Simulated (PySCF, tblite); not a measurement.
# C₄H₉ClGeO: geometry, infrared bands and NMR shifts

Aim: predict the infrared bands and NMR shifts of C₄H₉ClGeO (`CO[C@@H]1C[CH2][Ge@H]1[Cl]`).

The runs use tblite 0.8.0 and PySCF 2.14.0, with density-fitted response routines of our own; the level of theory stands in each step. All values are computed, except where a source is named. Atoms are numbered from 0 throughout.

## 1. The molecule as given

16 atoms, charge 0, multiplicity 1; geometry from: force field or distance geometry start.

Bonds of the start (Å): C0–O1 1.42, O1–C2 1.41, C2–C3 1.54, C3–C4 1.53, C4–Ge5 1.93, Ge5–Cl6 2.16, Ge5–C2 1.95, C0–H7 1.11, C0–H8 1.11, C0–H9 1.10, C2–H10 1.11, C3–H11 1.12, C3–H12 1.09, C4–H13 1.10, C4–H14 1.12, Ge5–H15 1.55.

## 2. Optimising the geometry with GFN2-xTB

The job: settings as JSON, then the geometry in Å.

```
{"job": {"kind": "relax", "xc": "GFN2-xTB", "basis": "xTB"}, "charge": 0, "multiplicity": 1}
C      2.426800     0.114500    -0.304700
O      1.209200     0.812900    -0.068300
C      0.237600    -0.107600     0.382000
C     -0.579200    -0.679300    -0.798200
C     -1.924100    -0.052800    -0.431600
Ge    -1.273500     0.861600     1.133900
Cl    -1.984200    -0.044800     2.961800
H      2.848600    -0.282400     0.645900
H      2.281900    -0.702900    -1.045300
H      3.151500     0.829500    -0.720900
H      0.588700    -0.877600     1.095500
H     -0.628400    -1.799100    -0.734400
H     -0.215000    -0.337200    -1.769300
H     -2.688700    -0.810000    -0.184600
H     -2.266200     0.676700    -1.212000
H     -1.192800     2.407300     1.038700
```

Run with:

```bash
OMP_NUM_THREADS=1 python probes_run.py task.json out
```

One launch serves the whole session: the jobs run in the order shown.

**Question.** This job is followed by: GFN2-xTB harmonic vibrations, gas phase; GIAO PBE0/pcSseg-1 NMR shielding, non-relativistic, gas phase. Predict these results of the whole session: strongest single infrared mode (GFN2-xTB); zero-point energy (GFN2-xTB); ¹³C shifts against TMS (PBE0/pcSseg-1); ¹H shifts against TMS (PBE0/pcSseg-1, means over atoms taken as alike); ¹⁷O shifts against H2O (PBE0/pcSseg-1); ⁷³Ge shifts against GeMe4 (PBE0/pcSseg-1); ³⁵Cl shifts against HCl (PBE0/pcSseg-1).

**Answer**, as computed:

| quantity | value |
| --- | --- |
| strongest single infrared mode (GFN2-xTB) | 1768 cm⁻¹, 400 km/mol |
| zero-point energy (GFN2-xTB) | 74.8 kcal/mol |
| ¹³C shifts against TMS (PBE0/pcSseg-1) | 98.4, 60.9, 31.2, 26.0 ppm |
| ¹H shifts against TMS (PBE0/pcSseg-1, means over atoms taken as alike) | 6.34, 4.48, 3.36, 2.65, 2.08, 1.98, 1.84 ppm |
| ¹⁷O shifts against H2O (PBE0/pcSseg-1) | 52.5 ppm |
| ⁷³Ge shifts against GeMe4 (PBE0/pcSseg-1) | 57 ppm |
| ³⁵Cl shifts against HCl (PBE0/pcSseg-1) | 2 ppm |

Over 115 steps the energy fell by 0.520 eV; of the close pairs, C4–Ge5 changed most, 1.926 to 2.015 Å. No mode is imaginary among the 42: a minimum at this level. The strongest single mode, at 1768 cm⁻¹, moves mainly H15. Unscaled tight-binding wavenumbers are off by several per cent, some by more. Its intensities can rank the bands wrongly. At PBE0/pcSseg-1: The widest tensor belongs to Ge5: span 163 ppm, with a paramagnetic part of -1482 ppm. Spin-orbit coupling is left out, which matters for shieldings and couplings at and beside the heavy atoms.
